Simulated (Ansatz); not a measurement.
# CH5OSn radical: one species, many methods

How much do the methods differ for CH5OSn radical? The plan is to run it at one geometry with functionals of several rungs and with coupled cluster. The yardstick is the atomisation energy at the CCSD(T) limit.

Program: Ansatz 0.2.0, Gaussian basis. Level of theory: functionals in def2-TZVPP, the program's frozen cores in correlated methods. These are calculated values, not measurements.

Plan: LDA (SPW92), PBE-D4, revPBE-D4, BLYP-D4, r2SCAN-D4, B97M-V, PBE0-D4, B3LYP-D4, r2SCANh-D4, r2SCAN0-D4, HSE06-D4, BHLYP-D4, CAM-B3LYP-D4, LC-ωPBE, ωB97X-V, ωB97M-V, B2PLYP, PBE-QIDH; CCSD(T)/def2-SVP; CCSD(T)/def2-TZVPP; MP2/def2-QZVPP; extrapolation to the limit; RPA on PBE.

## 1. The relaxed structure

An earlier PBE0-D4 in a triple-zeta def2 set relaxation fixed the geometry. Sn takes the def2 core potential; no spin-orbit term is included.

8 atoms, charge 0, spin multiplicity 2.

Atoms are counted from 1 here; the program's logs count them from 0.

Bond lengths: C1–Sn2 2.165 Å, C1–H4 1.090 Å, C1–H5 1.089 Å, C1–H6 1.092 Å, Sn2–O3 1.983 Å, Sn2–H7 1.730 Å, O3–H8 0.960 Å. Angles: Sn2–C1–H4 109.8°, Sn2–C1–H5 110.4°, Sn2–C1–H6 107.6°, H4–C1–H5 109.5°, H4–C1–H6 109.8°, H5–C1–H6 109.8°, C1–Sn2–O3 106.4°, C1–Sn2–H7 111.5°, O3–Sn2–H7 100.9°, Sn2–O3–H8 113.4°.

## 2. LDA

This LDA is Slater exchange with PW92 correlation.

Input file in.yaml:

```yaml
crystal:
  periodic: [false, false, false]
  atoms:
    - {symbol: C, position_ang: [-0.791684, 0.904908, -0.093624]}
    - {symbol: Sn, position_ang: [1.146441, -0.010185, 0.209257]}
    - {symbol: O, position_ang: [0.818818, -1.953689, 0.423264]}
    - {symbol: H, position_ang: [-0.666382, 1.947956, -0.384592]}
    - {symbol: H, position_ang: [-1.383395, 0.851420, 0.819297]}
    - {symbol: H, position_ang: [-1.294179, 0.356022, -0.892285]}
    - {symbol: H, position_ang: [2.088291, 0.004769, -1.241741]}
    - {symbol: H, position_ang: [0.174291, -2.158298, 1.104623]}
basis:
  gaussian: {orbitals: def2-TZVPP}
magnetization: {spin_polarized: true, initial_magnetization: 1}
hamiltonian: {xc: lda}
output: {orbitals: {seedname: orbitals}}
```

The run is started by

```console
> ansatz run in.yaml --threads 4 --pin off --events-out ev --progress --plain --max-ram 10444MiB
```

The runs that follow: PBE-D4 (GGA); revPBE-D4 (GGA); BLYP-D4 (GGA); r2SCAN-D4 (meta-GGA); B97M-V (meta-GGA); B3LYP-D4 (hybrid); r2SCANh-D4 (hybrid); r2SCAN0-D4 (hybrid); HSE06-D4 (hybrid); BHLYP-D4 (hybrid); CAM-B3LYP-D4 (range-separated); LC-ωPBE (range-separated); ωB97X-V (range-separated); ωB97M-V (range-separated); B2PLYP (double hybrid); PBE-QIDH (double hybrid); CCSD(T) in def2-SVP; CCSD(T) in def2-TZVPP; MP2 in def2-QZVPP; RPA on PBE orbitals.

Before running them: what should the planned runs give, taken together? Wanted: atomisation energy, CCSD(T)/CBS; farthest beyond LDA; mean size of error, GGA; mean size of error, meta-GGA; mean size of error, hybrid; mean size of error, range-separated; mean size of error, double hybrid; gap, smallest and largest; T1 diagnostic.

**Answer**, as computed:

```
                               quantity                                                                         value
        atomisation energy, CCSD(T)/CBS                                                                 2551.0 kJ/mol
 functionals within 25.5 kJ/mol (1.0 %)  PBE-D4, BLYP-D4, r2SCAN-D4, B97M-V, B3LYP-D4, CAM-B3LYP-D4, ωB97X-V, ωB97M-V
                    farthest beyond LDA                                                      BHLYP-D4 (-102.9 kJ/mol)
                mean size of error, GGA                                                                   26.8 kJ/mol
           mean size of error, meta-GGA                                                                    4.8 kJ/mol
             mean size of error, hybrid                                                                   46.6 kJ/mol
    mean size of error, range-separated                                                                   18.5 kJ/mol
      mean size of error, double hybrid                                                                   51.8 kJ/mol
              gap, smallest and largest                                      0.74 eV (LDA (SPW92)), 7.72 eV (LC-ωPBE)
                          T1 diagnostic                                                                        0.0159
triples share of the correlation energy                                                                         3.3 %
```

What this shows: The LDA atomisation energy is off by 353.6 kJ/mol (14 %): it overbinds. PBE-D4 is off by +18.4 kJ/mol. Double hybrids carry the basis error of their MP2 part in triple zeta, and no dispersion term here, so their miss is partly the set-up's. The rungs meta-GGA, range-separated miss on average by less than the doubt on the reference (25.5 kJ/mol), so they tie. The reference freezes the cores and leaves out spin-orbit coupling and excitations past (T), and its outer-core shells are covered unevenly, so misses under about 25.5 kJ/mol can't be ranked. All levels share the lack of spin-orbit coupling, which lowers the free heavy atoms and so the true binding. Hartree-Fock recovers 70 % of the binding; the rest is correlation. CCSD(T) in def2-SVP is off by -198.0 kJ/mol, so the small basis spoils what the method gains. Orbital gaps span 0.7 to 7.7 eV; exact exchange widens them. Correlated methods include outer-core shells of Sn, which these sets cover unevenly.
